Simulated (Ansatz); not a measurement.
Runs of Ansatz 0.2.0 on TaWC2. It takes space group R-3m (No. 166, trigonal). Conventional cell: a = 3.144 Å, b = 3.144 Å, c = 15.305 Å, α = 90.00°, β = 90.00°, γ = 120.00°. W (site symmetry -3m) is surrounded by 6 C at 2.21 Å. Ta (site symmetry -3m) has 6 C at 2.23 Å as nearest neighbours. C (site symmetry 3m) has 3 W at 2.21 Å and 3 Ta at 2.23 Å as nearest neighbours. The cell comes from a database or a generator and needn't be the stable form of this composition.

```csv
task,level,cutoff (eV),points for each segment of the path,gap on the mesh (eV),pressure (GPa),V0 of scaled cells (Å³/atom),B0 (GPa),largest force (eV/Å)
equation of state,PBE,420,-,-,-,10.83,345,-
equation of state,r2SCAN,500,-,-,-,10.73,360,-
band structure,LDA,420,14,none,-16.6,-,-,0.08
band structure,PBE,420,14,none,-2.6,-,-,(b)
equation of state,LDA,420,-,-,-,10.40,(a),-
band structure,r2SCAN,500,14,none,-6.0,-,-,-
```

Alike in all rows: potentials or basis Ansatz PAW; no spin polarisation; cell as given; k mesh 10 × 10 × 10; smearing fermi-dirac 0.05 eV.

Q: Estimate the missing entries.

A: (a) 382; (b) 0.06.

Caveats: the cell was scaled at fixed shape and fractional positions, which overstates the stiffness of a crystal with free parameters, most of all of layers and chains (some runs); spin-orbit coupling is left out, which moves the levels of the heavy elements (some runs); the PAW data sets come from PBE, with cores solved anew for the run's functional, which leaves a small shift of forces and pressure (some runs); the PAW data sets were made with another functional, which shifts forces and pressure a little (some runs).

A k mesh can miss the band edges, and the runs leave out spin-orbit coupling on Ta, W.

A gap of «none» marks a metal or a gap under the smearing width.
